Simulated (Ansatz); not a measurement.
# CH₅Sn radical (SMILES [CH2][SnH3]): one structure at several levels

An exercise on one series of results from a longer session: the logs are not shown, and one member is left open.

The runs use Ansatz 0.2.0, Gaussian basis; single points in def2-TZVPP.

Correlated methods freeze the cores. Filled d shells of the heavier atoms are correlated. Core potentials replace the inner electrons past krypton, and spin-orbit coupling is left out. Orbitals are unrestricted.

## Starting geometry

SMILES `[CH2][SnH3]`, 7 atoms, charge 0, spin multiplicity 2.

Atoms are counted from 1 here; the program's logs count them from 0.

Bond lengths: C1–Sn2 2.018 Å, C1–H3 1.090 Å, C1–H4 1.024 Å, Sn2–H5 1.631 Å, Sn2–H6 1.581 Å, Sn2–H7 1.669 Å. Angles: Sn2–C1–H3 123.8°, Sn2–C1–H4 123.0°, H3–C1–H4 113.2°, C1–Sn2–H5 111.6°, C1–Sn2–H6 112.9°, C1–Sn2–H7 114.6°, H5–Sn2–H6 107.4°, H5–Sn2–H7 105.2°, H6–Sn2–H7 104.5°.

Geometry (Å):

```xyz
7
charge 0, multiplicity 2
C    -0.28270   -1.20810    0.17020
Sn    0.18290    0.73550   -0.10580
H    -0.73260   -1.83830   -0.59660
H    -0.06790   -1.71530    1.03350
H    -0.86210    1.46340   -1.12430
H     0.18700    1.56420    1.24020
H     1.69260    1.00070   -0.76500
```

The first run:

File run/in.yaml:

```yaml
crystal:
  periodic: [false, false, false]
  atoms:
    - {symbol: C, position_ang: [-0.282700, -1.208100, 0.170200]}
    - {symbol: Sn, position_ang: [0.182900, 0.735500, -0.105800]}
    - {symbol: H, position_ang: [-0.732600, -1.838300, -0.596600]}
    - {symbol: H, position_ang: [-0.067900, -1.715300, 1.033500]}
    - {symbol: H, position_ang: [-0.862100, 1.463400, -1.124300]}
    - {symbol: H, position_ang: [0.187000, 1.564200, 1.240200]}
    - {symbol: H, position_ang: [1.692600, 1.000700, -0.765000]}
basis:
  gaussian: {orbitals: def2-TZVPP}
magnetization: {spin_polarized: true, initial_magnetization: 1}
correlation: {method: ccsd_t}
scf: {omitted_lower_state_checks: [cluster_reference]}
output: {forces: true}
```

The command line of these runs was not kept.

Steps of the session up to this table: CCSD(T)/def2-TZVPP; PBE0-D4/def2-TZVPP; wB97M-V/def2-TZVPP; r2SCAN-D4/def2-TZVPP; PBE-D4/def2-TZVPP; LC-wPBE/def2-TZVPP; CAM-B3LYP-D4/def2-TZVPP.

One table of the session follows, with a row left open; its other results are not shown here.

| method | RMS force component (eV/Å) | angle to CCSD(T) forces (°) | dipole (D) |
| --- | --- | --- | --- |
| CCSD(T) | 0.967 | reference | 0.81 |
| PBE0-D4 | 0.997 | 4.4 | 0.83 |
| wB97M-V | ? | ? | ? |
| r2SCAN-D4 | 0.984 | 3.5 | 0.83 |
| PBE-D4 | 1.042 | 7.9 | 0.76 |
| LC-wPBE | 0.968 | 3.7 | 0.86 |
| CAM-B3LYP-D4 | 0.973 | 2.9 | 0.82 |

**Question.** Estimate the row for wB97M-V.

**Answer.** RMS force component (eV/Å): 0.967; angle to CCSD(T) forces (°): 2.5; dipole (D): 0.82.
